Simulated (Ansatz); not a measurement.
# UB3LYP/def2-TZVPPD run of HS (SMILES [SH])

Aim: the electronic atomisation energy of HS at UB3LYP/def2-TZVPPD, from 3 runs. 

The calculation is run with Ansatz 0.2.0.

27 further runs of the same task are left out: 1 that didn't finish, 26 set aside as unsound or not needed.

### 1 The molecule

HS: 2 atoms, total charge 0, spin state doublet. As SMILES, `[SH]`. The shape is that of a PBE0-D4/def2-TZVP optimisation.

Bond lengths: S1–H2 1.346 Å.

### 2 The energy at UB3LYP/def2-TZVPPD

Input file in.yaml:

```yaml
crystal:
  periodic: [false, false, false]
  atoms:
    - {symbol: S, position_ang: [0.574560, -0.187810, 0.295460]}
    - {symbol: H, position_ang: [-0.574560, 0.187810, -0.295460]}
basis:
  gaussian:
    orbitals: def2-TZVPPD.json
magnetization:
  spin_polarized: true
  initial_magnetization: 1
hamiltonian:
  xc: {name: B3LYP}
accuracy: high
output: {orbitals: {seedname: orbitals}}
```

The basis set def2-TZVPPD is read from a file made from the Basis Set Exchange's data (not shown).

Launch:

```
$ ansatz run in.yaml --threads 1 --pin off --max-ram 3480MiB --events-out events.jsonl --progress --plain --runs-dir runs
```

Output:

```text
Warning: RAYON_NUM_THREADS=1 ignored (pool sized by the plan → 1); use --threads N
Functional definition: B3LYP
  name "B3LYP"
  parameter a0 = 0.2
  parameter ax = 0.72
  parameter ac = 0.81
  exchange = (1 - a0 - ax)*slater_x + ax*b88_x + a0*exact_x
  correlation = (1 - ac)*vwn_rpa_c + ac*lyp_c
851 factors; integrals over basis functions are off by at most 3.3e-9 eV
mean field evaluation 1: about -10850.9787 eV, gradient 6.8e0 eV
mean field evaluation 2: about -10851.1344 eV, gradient 5.2e0 eV
mean field evaluation 4: about -10851.2431 eV, gradient 5.4e-1 eV
mean field evaluation 8: about -10851.2490 eV, gradient 9.3e-3 eV
mean field evaluation 16: about -10851.2490 eV, gradient 3.6e-6 eV
mean field -10851.24898661 eV, -398.7760450173 hartree, gradient 6.1e-8 eV, S^2 0.754087; 0 other end points of the search recorded, 0 dependent functions left out
reference -10851.24901673 eV, -398.7760461242 hartree; 9, 8 occupied and 59, 60 virtual orbitals, 851 factors
Total energy: -10851.24901673 eV, -398.7760461242 hartree
```

It took 2.7 s on 1 thread of Arm Neoverse V1, shared host; peak memory 0.14 GiB.

### 3 The H atom, same level

Input file in.yaml:

```yaml
crystal:
  periodic: [false, false, false]
  atoms:
    - {symbol: H, position_ang: [0.000000, 0.000000, 0.000000]}
basis:
  gaussian:
    orbitals: def2-TZVPPD.json
magnetization:
  spin_polarized: true
  initial_magnetization: 1
hamiltonian:
  xc: {name: B3LYP}
accuracy: high
```

The basis set def2-TZVPPD is read from a file made from the Basis Set Exchange's data (not shown).

Run the same way, it converges to -0.50215 Eh (log not shown).

### 4 The S atom

Input file run.yaml:

```yaml
crystal:
  periodic: [false, false, false]
  atoms:
    - symbol: S
      position_ang: [0.000000, 0.000000, 0.000000]
basis:
  gaussian: {orbitals: def2-TZVPPD.json}
total_charge: 0
accuracy: high
hamiltonian: {xc: {name: B3LYP}}
magnetization: {spin_polarized: true, initial_magnetization: 2}
```

The basis set def2-TZVPPD is read from a file made from the Basis Set Exchange's data (not shown).

Launch:

```
$ ansatz run run.yaml --threads 1 --pin off --max-ram 3480MiB --events-out events.jsonl --progress --plain --runs-dir runs
```

Output (excerpt; [...] marks lines left out):

```text
Warning: RAYON_NUM_THREADS=1 ignored (pool sized by the plan → 1); use --threads N
[... 7 set-up lines as earlier in the session ...]
487 factors; integrals over basis functions are off by at most 2.5e-9 eV
mean field evaluation 1: about -10833.6261 eV, gradient 4.8e0 eV
mean field evaluation 2: about -10833.7294 eV, gradient 2.4e0 eV
mean field evaluation 4: about -10833.7520 eV, gradient 7.5e-2 eV
mean field evaluation 8: about -10833.7523 eV, gradient 1.3e-3 eV
mean field evaluation 16: about -10833.7523 eV, gradient 1.1e-7 eV
mean field -10833.75230003 eV, -398.1330536450 hartree, gradient 8.3e-8 eV, S^2 2.004006; 0 other end points of the search recorded, 0 dependent functions left out
reference -10833.75232659 eV, -398.1330546210 hartree; 9, 7 occupied and 42, 44 virtual orbitals, 487 factors
Total energy: -10833.75232659 eV, -398.1330546210 hartree
```

Run time: 1.4 s. Hardware: 1 thread of Arm Neoverse V1, shared host; peak memory 0.1 GiB.

### 5 Results

Level: UB3LYP/def2-TZVPPD.

| quantity | value |
| --- | --- |
| molecule: total energy | -398.77605 Eh |
| molecule: HOMO energy (highest over α and β) | -7.26 eV |
| molecule: LUMO energy (lowest over α and β) | -4.97 eV |
| molecule: ⟨S²⟩ | 0.754 |
| H atom: total energy | -0.50215 Eh |
| H atom: ⟨S²⟩ | 0.750 |
| S atom: total energy | -398.13305 Eh |
| S atom: ⟨S²⟩ | 2.004 |
| electronic atomisation energy | 3.832 eV |

Taking the molecule apart into free atoms costs 3.83 eV (370 kJ/mol), before zero-point energy and without spin-orbit coupling.
